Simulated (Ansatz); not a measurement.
**ZrAl5N6: what a guessed cell relaxes into**

The task: take a trial cell of ZrAl5N6 to zero force and stress.

Method: DFT PBE, scalar-relativistic, plane waves, PAW, in Ansatz 0.2.0.

### Step 1. The structure to begin with

The structure is hexagonal, space group P-6m2 (No. 187). Conventional cell: a = 3.272 Å, b = 3.272 Å, c = 16.907 Å, α = 90.00°, β = 90.00°, γ = 120.00°. Zr (site symmetry -6m2) is surrounded by 6 N at 2.36 Å. Al (site symmetry 3m) has 6 N at 2.36 Å as nearest neighbours. Al (site symmetry -6m2) is surrounded by 6 N at 2.36 Å. N (site symmetry 3m) is surrounded by 3 Zr at 2.36 Å and 3 Al at 2.36 Å. N (site symmetry 3m) has 6 Al at 2.36 Å as nearest neighbours.

As a file:

```
Zr Al N
1.0
     3.27166    0.00000    0.00000
    -1.63583    2.83334    0.00000
     0.00000    0.00000   16.90674
Zr Al N
1 5 6
Cartesian
  1.6358 0.9444 8.4534
  0.0000 1.8889 11.2712
  0.0000 1.8889 0.0000
  0.0000 1.8889 5.6356
  1.6358 0.9444 14.0889
  1.6358 0.9444 2.8178
  0.0000 0.0000 9.8623
  0.0000 0.0000 15.4978
  0.0000 0.0000 4.2267
  0.0000 0.0000 12.6801
  0.0000 0.0000 1.4089
  0.0000 0.0000 7.0445
```

The start is an ordering of an alloy on its end members' structure types: elements ordered on the sites of the ZrN type, Zr/Al on Zr (P-6m2, No. 187).

### Step 2. Probe: one point on a coarse mesh

input.yaml reads:

```yaml
crystal:
  lattice:
    - [3.27166061, 0.0, 0.0]
    - [-1.6358303, 2.8333412, 0.0]
    - [0.0, 0.0, 16.90673759]
  atoms:
    - { symbol: Zr, position: [0.66666667, 0.33333333, 0.5] }
    - { symbol: Al, position: [0.33333333, 0.66666667, 0.66666667] }
    - { symbol: Al, position: [0.33333333, 0.66666667, 0.0] }
    - { symbol: Al, position: [0.33333333, 0.66666667, 0.33333333] }
    - { symbol: Al, position: [0.66666667, 0.33333333, 0.83333333] }
    - { symbol: Al, position: [0.66666667, 0.33333333, 0.16666667] }
    - { symbol: "N", position: [0.0, 0.0, 0.58333333] }
    - { symbol: "N", position: [0.0, 0.0, 0.91666667] }
    - { symbol: "N", position: [0.0, 0.0, 0.25] }
    - { symbol: "N", position: [0.0, 0.0, 0.75] }
    - { symbol: "N", position: [0.0, 0.0, 0.08333333] }
    - { symbol: "N", position: [0.0, 0.0, 0.41666667] }
basis:
  ecutwfc: 420
kpoints:
  mp_grid: { grid: [6, 6, 1] }
hamiltonian:
  xc: pbe
scf:
  occupations: { method: gaussian, width: 0.1 }
  lower_state_search: "off"
output:
  forces: true
  stress: true
  eigenvalues: true
```

On the command line:

```sh
$ ansatz run input.yaml --threads 1 --pin off --max-ram 2560MiB --backend cpu --events-out ev --progress --plain --runs-dir out
```

The session goes on with these runs: rough relaxation on the coarse mesh; spin check on a coarse mesh; relaxation on the finer mesh.

Q: Predict the outcome of this session. Wanted: conventional cell; volume; energy over the elements; gap on the mesh.

**Answer**, as computed:

| quantity | value |
| --- | --- |
| symmetry at the end (tolerance 0.05 Å) | space group P-6m2 (No. 187) |
| conventional cell | a = 2.913 Å, b = 2.913 Å, c = 15.550 Å, α = 90.00°, β = 90.00°, γ = 120.00° |
| volume | 9.52 Å³/atom |
| energy over the elements (uncorrected; H, N, O, F and Cl as molecules) | -0.73 eV/atom |
| gap on the mesh | none (metal) |

In words: The space group P-6m2 (No. 187) is kept, and the volume per atom shrinks by 27.1 % from the first guess. It lies below the elements, which doesn't yet make it stable: competing phases were not computed in this session. No finished test with a distortion of lower symmetry is shown, so the end may be a saddle point. Some metallic runs here have no spin polarisation while others do, so their energies compare only roughly. Other magnetic orders were not searched.
